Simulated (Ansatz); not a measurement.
# LiTi (P1) in Ansatz: convergence with k mesh

Aim: find how far k mesh must go before the results for LiTi settle, at PBE. This setting moves, with any that are tied to it; all else stays.

All numbers are computed with Ansatz 0.2.0; they aren't measurements. Logs are shortened: lines on timing, memory, paths and dates and some standing lists are left out, and cuts for length are marked.

## Step 1: The cell of the first run

The typed cell holds 2 atoms: a = 2.775 Å, b = 2.775 Å, c = 3.574 Å, α = 90.00°, β = 90.00°, γ = 90.00°.

The cell was built by a generator and needn't be a form met in nature.

The cell isn't the ideal one: atoms moved at random, drawn with an rms of 0.05 Å.

## Step 2: With k mesh 3 × 3 × 2

The input, input.yaml:

```yaml
crystal:
  lattice:
    - [2.77462858, 0.0, 0.0]
    - [0.0, 2.77462858, 0.0]
    - [0.0, 0.0, 3.57402199]
  atoms:
    - { symbol: Li, position: [0.490062, 0.493967, 0.000291] }
    - { symbol: Ti, position: [0.515278, 0.49278, 0.514831] }
hamiltonian:
  xc: pbe
  pseudopotentials: { kind: paw }
kpoints:
  mp_grid: { grid: [3, 3, 2] }
scf:
  occupations: { method: methfessel_paxton, width: 0.05 }
output:
  forces: true
  stress: true
  eigenvalues: true
```

Potentials or basis: Ansatz PAW.

Command:

```sh
> ansatz run input.yaml --threads 2 --pin off --max-ram 5632MiB --backend cpu --events-out ev --progress --plain --runs-dir out
```

The program printed:

```text
Warning: RAYON_NUM_THREADS=2 ignored (pool sized by the plan → 2); use --threads N
Engine: ansatz 0.2.0, aarch64-unknown-linux-gnu
Pseudopotentials: kind: paw
Pseudopotential: Li, paw, valence charge 3, recommended cutoff 420 eV (normal), Li.paw.azcp
Pseudopotential: Ti, paw, valence charge 12, recommended cutoff 420 eV (normal), Ti.paw.azcp
Functional definition: PBE
  parameter kappa = 0.804
  parameter beta = 0.06672455060314922
  exchange = pbe_x(kappa = kappa, mu = beta*pi^2/3)
  correlation = pbe_c(beta = beta)
Crystal: 2 atoms, lattice volume = 27.515 Å³
Basis set: ecut = 420 eV, 543 PW (Γ), exchange–correlation on 40×40×48 points (8 copies of the dense FFT grid, shifted against one another)
Bands: 12, of which v1, the nominal top of the filled ones, is band 8 counted from 1 (7 counted from 0)
Symmetry: 1 space group operations
Space group: P1 (ITA 1), of the structure as read, at distance tolerance 3.0e-5 Å
k-points: 10 of 18 (time reversal used)
Non-local potential: Li, projectors of the file, l = 0: 3, l = 1: 2, l = 2: 1
Non-local potential: Ti, projectors of the file, l = 0: 3, l = 1: 2, l = 2: 3, l = 3: 1
PAW form: soft (Blöchl's): semilocal exchange-correlation on the pseudo side does not see the compensation charge
PAW one-centre angular grid: Li, 110 points (default); XC on 64 Gauss nodes
PAW one-centre angular grid: Ti, 590 points (default); XC on 64 Gauss nodes
Initial density: superposition of atomic densities (neutral atoms: chi_scale 0, normalization atom), corrected by the library's trained network
Initial wavefunctions: pseudopotential atomic-orbital guess
Functional: x = pbe(κ = 0.804, μ = 0.2195149727645171), c = pbe(β = 0.06672455060314922)
SCF iter   1: F=—  HF=-2699.534324 eV  |F-HF|=—  |Δ(HF+E_count)|=         —  Δρ=1.93e-2  dr2=1.39e-1  ethr=1.77e-3  ⟨swp⟩=5.3  Hψ=615  notcnv=0
preconditioner: auto → none  [insulator: Δε(μ)=0.189 eV  Ē_g=3.715 eV  σ=0.050 eV  W_gap=0.51  n_scr=6 (ndim 8)  ℏωp=15.8 eV  f_vac=0.000  D(μ)=8.49/eV (n_scr^D=212)  ε∞_Penn≈19.2]
SCF iter   2: F=—  HF=-2699.488635 eV  |F-HF|=—  |Δ(HF+E_count)|=   4.57e-2  S|Δr|=    0.00e0  Δρ=7.78e-3  dr2=1.72e-2  ethr=9.30e-4  ⟨swp⟩=2.0  Hψ=237  notcnv=0
SCF iter   3: F=—  HF=-2699.484207 eV  |F-HF|=—  |Δ(HF+E_count)|=   4.43e-3  S|Δr|=    0.00e0  Δρ=5.82e-3  dr2=4.35e-3  ethr=1.14e-4  ⟨swp⟩=2.0  Hψ=186  notcnv=0  defer=2
SCF iter   4: F=—  HF=-2699.483964 eV  |F-HF|=—  |Δ(HF+E_count)|=   2.43e-4  S|Δr|=    0.00e0  Δρ=2.66e-3  dr2=8.02e-4  ethr=2.90e-5  ⟨swp⟩=1.0  Hψ=118  notcnv=0  defer=2
SCF iter   5: F=—  HF=-2699.483995 eV  |F-HF|=—  |Δ(HF+E_count)|=   3.05e-5  S|Δr|=    0.00e0  Δρ=4.13e-4  dr2=2.13e-5  ethr=5.35e-6  ⟨swp⟩=1.0  Hψ=118  notcnv=0  defer=2
SCF iter   6: F=—  HF=-2699.483960 eV  |F-HF|=—  |Δ(HF+E_count)|=   3.47e-5  S|Δr|=    0.00e0  Δρ=1.86e-4  dr2=3.92e-6  ethr=1.42e-7  ⟨swp⟩=2.4  Hψ=175  notcnv=0  defer=2
SCF iter   7: F=—  HF=-2699.483960 eV  |F-HF|=—  |Δ(HF+E_count)|=   4.83e-9  S|Δr|=    0.00e0  Δρ=6.81e-5  dr2=5.28e-7  ethr=2.61e-8  ⟨swp⟩=1.0  Hψ=118  notcnv=0  defer=2
SCF iter   8: F=—  HF=-2699.483960 eV  |F-HF|=—  |Δ(HF+E_count)|=   1.87e-9  S|Δr|=    0.00e0  Δρ=2.86e-5  dr2=1.05e-7  ethr=6.67e-10  ⟨swp⟩=4.6  Hψ=361  notcnv=0
SCF iter   9: F=-2699.483960 eV  HF=-2699.483960 eV  |F-HF|=2.66e-10  |Δ(HF+E_count)|=   1.06e-8  S|Δr|=    0.00e0  Δρ=2.79e-6  dr2=1.11e-9  ethr=6.67e-10  ⟨swp⟩=4.2  Hψ=399  notcnv=0
SCF 1 converged in 9 iterations: F = -2699.483960 eV  dr2 = 1.11e-9
SCF converged after 9 iterations
Stability not checked: this state was not tested for a lower state beside it, because cold or Methfessel-Paxton smearing, or corrected tetrahedra, fill the levels in a way that the test cannot read (fill_not_monotonic; see scf.lower_state_search)
Free energy (F): -2699.483960 eV
Harris-Foulkes:  -2699.483960 eV  (|F-HF|=2.66e-10)
Internal energy: -2699.479832 eV  (E = F + TS)
E sigma→0 (E₀):  -2699.482928 eV
Entropy (-TS):   -0.004128 eV (-2.064 meV/atom)
Fermi energy:    9.781769 eV
--- Per-component energies (eV) ---
  E_band       = -268.628732
  E_kinetic    = 302.573015
  E_local      = -1161.946171  (includes V_loc(G=0)·N_el)
  E_nonlocal   = -19.638888
  E_hartree    = 467.853048
  E_xc         = -108.946686
  E_vxc        = -136.829971  (∫ρ·V_xc dr)
  E_paw        = -1071.756302  (= ΣΔE_a)
  E_vpaw       = -188.492964  (= ΣTr[D̂ρ^β])
  E_aug_tail   = 0.000130  (compensation charges beyond the density's cutoff)
  E_ewald      = -1107.617978
  E_smearing   = -0.004128  (= −TS)
  E_closure    = 0.000000  (closes the sum)
  Σ components = -2699.483960   (vs F -2699.483960, Δ=0.00e0)
--- Forces (eV/Å), atoms counted from 1 ---
  atom   1  Li    -0.24725237     0.01143696     1.25196605
  atom   2  Ti     0.24725299    -0.01143697    -1.25193475
  max |Σ_I F_I| component: 3.13e-5 eV/Å
--- Stress (GPa, compression-positive) ---
      -18.041278      -0.004801      -0.375291
       -0.004801     -18.020970       0.018021
       -0.375291       0.018021     101.083273
  P = ⅓ Tr σ = 21.6737 GPa (216.737 kbar)
--- Band table (eV; the first three rows and the last of 10) ---
  k-point 0: bands = ["-46.9742", "-38.4421", "-23.7667", "-22.7623", "-22.7512", "4.6810", "8.9086", "9.7869", "11.8464", "11.8532", "13.2521", "14.2382"]
  k-point 1: bands = ["-46.9168", "-38.6238", "-23.4579", "-22.7577", "-22.7471", "6.5990", "8.1754", "9.0790", "9.4870", "11.0995", "11.1186", "13.2728"]
  k-point 2: bands = ["-46.9211", "-38.4298", "-23.7194", "-23.1809", "-22.7149", "6.5498", "9.2436", "9.7638", "10.7990", "12.0147", "12.0809", "15.4683"]
  k-point 9: bands = ["-46.8128", "-38.5953", "-23.3712", "-23.1239", "-23.1085", "7.5161", "8.6219", "9.1028", "10.0480", "11.9121", "13.1261", "15.4089"]
```

Run time: 0.47 s. Hardware: 2 threads of Arm Neoverse V1, shared host; peak memory 0.26 GiB.

What came out:

- Free energy: -2699.4840 eV
- Pressure: 21.7 GPa
- Largest force: 1.276 eV/Å
- Band gap on the k mesh: none (metal or under the smearing width)

## Step 3: With k mesh 4 × 4 × 3

Edit input.yaml of step 2 so:

```diff
@@ -12,3 +12,3 @@
 kpoints:
-  mp_grid: { grid: [3, 3, 2] }
+  mp_grid: { grid: [4, 4, 3] }
 scf:
```

Potentials or basis: Ansatz PAW.

Command:

```sh
> ansatz run input.yaml --threads 2 --pin off --max-ram 5632MiB --backend cpu --events-out ev --progress --plain --runs-dir out
```

Run time: 0.66 s. Hardware: 2 threads of Arm Neoverse V1, shared host; peak memory 0.26 GiB.

What came out:

| Property | Result |
| --- | --- |
| Free energy | -2699.2395 eV |
| Pressure | 20.4 GPa |
| Largest force | 1.066 eV/Å |
| Band gap on the k mesh | none (metal or under the smearing width) |

## Step 4: With k mesh 5 × 5 × 4

Edit input.yaml of step 3 so:

```diff
@@ -12,3 +12,3 @@
 kpoints:
-  mp_grid: { grid: [4, 4, 3] }
+  mp_grid: { grid: [5, 5, 4] }
 scf:
```

Command:

```sh
> ansatz run input.yaml --threads 2 --pin off --max-ram 5632MiB --backend cpu --events-out ev --progress --plain --runs-dir out
```

Run time: 1.1 s. Hardware: 2 threads of Arm Neoverse V1, shared host; peak memory 0.29 GiB.

Results:

- Free energy: -2699.2001 eV
- Pressure: 21.8 GPa
- Largest force: 1.073 eV/Å
- Band gap on the k mesh: none (metal or under the smearing width)

## Step 5: With k mesh 6 × 6 × 4

Edit input.yaml of step 4 so:

```diff
@@ -12,3 +12,3 @@
 kpoints:
-  mp_grid: { grid: [5, 5, 4] }
+  mp_grid: { grid: [6, 6, 4] }
 scf:
```

Command:

```sh
> ansatz run input.yaml --threads 2 --pin off --max-ram 5632MiB --backend cpu --events-out ev --progress --plain --runs-dir out
```

Run time: 1.6 s. Hardware: 2 threads of Arm Neoverse V1, shared host; peak memory 0.3 GiB.

Results:

| Property | Result |
| --- | --- |
| Free energy | -2699.2790 eV |
| Pressure | 22.2 GPa |
| Largest force | 0.982 eV/Å |
| Band gap on the k mesh | none (metal or under the smearing width) |

## Step 6: With k mesh 7 × 7 × 6

Edit input.yaml of step 5 so:

```diff
@@ -12,3 +12,3 @@
 kpoints:
-  mp_grid: { grid: [6, 6, 4] }
+  mp_grid: { grid: [7, 7, 6] }
 scf:
```

Potentials or basis: Ansatz PAW.

Command:

```sh
> ansatz run input.yaml --threads 2 --pin off --max-ram 5632MiB --backend cpu --events-out ev --progress --plain --runs-dir out
```

Wall time 2.6 s (2 threads of Arm Neoverse V1, shared host); peak memory 0.34 GiB.

The run converged. Its results:

* Free energy: -2699.2886 eV
* Pressure: 20.8 GPa
* Largest force: 1.110 eV/Å
* Band gap on the k mesh: none (metal or under the smearing width)

## Step 7: With k mesh 9 × 9 × 7

Edit input.yaml of step 6 so:

```diff
@@ -12,3 +12,3 @@
 kpoints:
-  mp_grid: { grid: [7, 7, 6] }
+  mp_grid: { grid: [9, 9, 7] }
 scf:
```

Command:

```sh
> ansatz run input.yaml --threads 2 --pin off --max-ram 5632MiB --backend cpu --events-out ev --progress --plain --runs-dir out
```

Wall time 4.7 s (2 threads of Arm Neoverse V1, shared host); peak memory 0.39 GiB.

It converged, with:

```
Free energy            : -2699.2671 eV
Pressure               : 21.2 GPa
Largest force          : 1.127 eV/Å
Band gap on the k mesh : none (metal or under the smearing width)
```

## Step 8: With k mesh 11 × 11 × 8

Edit input.yaml of step 7 so:

```diff
@@ -12,3 +12,3 @@
 kpoints:
-  mp_grid: { grid: [9, 9, 7] }
+  mp_grid: { grid: [11, 11, 8] }
 scf:
```

Command:

```sh
> ansatz run input.yaml --threads 2 --pin off --max-ram 5632MiB --backend cpu --events-out ev --progress --plain --runs-dir out
```

Wall time 7.7 s (2 threads of Arm Neoverse V1, shared host); peak memory 0.47 GiB.

The run converged. Its results:

```
Free energy            : -2699.2668 eV
Pressure               : 21.3 GPa
Largest force          : 1.086 eV/Å
Band gap on the k mesh : none (metal or under the smearing width)
```

## Step 9: With k mesh 13 × 13 × 10

Edit input.yaml of step 8 so:

```diff
@@ -12,3 +12,3 @@
 kpoints:
-  mp_grid: { grid: [11, 11, 8] }
+  mp_grid: { grid: [13, 13, 10] }
 scf:
```

Potentials or basis: Ansatz PAW.

Command:

```sh
> ansatz run input.yaml --threads 2 --pin off --max-ram 5632MiB --backend cpu --events-out ev --progress --plain --runs-dir out
```

It took 13 s on 2 threads of Arm Neoverse V1, shared host; peak memory 0.61 GiB.

Results (log left out):

```
Free energy            : -2699.2737 eV
Pressure               : 21.2 GPa
Largest force          : 1.129 eV/Å
Band gap on the k mesh : none (metal or under the smearing width)
```

## Step 10: With k mesh 16 × 16 × 12

Edit input.yaml of step 9 so:

```diff
@@ -12,3 +12,3 @@
 kpoints:
-  mp_grid: { grid: [13, 13, 10] }
+  mp_grid: { grid: [16, 16, 12] }
 scf:
```

Command:

```sh
> ansatz run input.yaml --threads 2 --pin off --max-ram 5632MiB --backend cpu --events-out ev --progress --plain --runs-dir out
```

It took 24 s on 2 threads of Arm Neoverse V1, shared host; peak memory 0.88 GiB.

Results (log left out):

```
Free energy            : -2699.2706 eV
Pressure               : 21.0 GPa
Largest force          : 1.097 eV/Å
Band gap on the k mesh : none (metal or under the smearing width)
```

## Step 11: Summary

```
      k mesh  energy less the tightest run, at zero smearing (meV/atom)  pressure (GPa)  largest force (eV/Å)  SCF cycles  CPU time (s)  peak memory (GiB)
   3 × 3 × 2                                                    -106.15           21.67                 1.276           9          0.79               0.26
   4 × 4 × 3                                                      15.69           20.42                 1.066           7           1.2               0.26
   5 × 5 × 4                                                      35.47           21.79                 1.073           8             2               0.29
   6 × 6 × 4                                                      -4.17           22.21                 0.982           9           3.1                0.3
   7 × 7 × 6                                                      -9.05           20.78                 1.110           7             5               0.34
   9 × 9 × 7                                                       1.93           21.16                 1.127           7           9.1               0.39
 11 × 11 × 8                                                       1.89           21.29                 1.086           7            15               0.47
13 × 13 × 10                                                      -1.60           21.19                 1.129           7            26               0.61
16 × 16 × 12                                                       0.00           21.03                 1.097           7            47               0.88
```

Not settled before the last step: the energy (to 1 meV/atom), the pressure (to 0.1 GPa), the largest force (to 0.005 eV/Å). Meshes of other sizes hit other points, so gaps and Fermi surfaces needn't settle smoothly. The tightest run that finished is the yardstick and may itself not be fully converged.
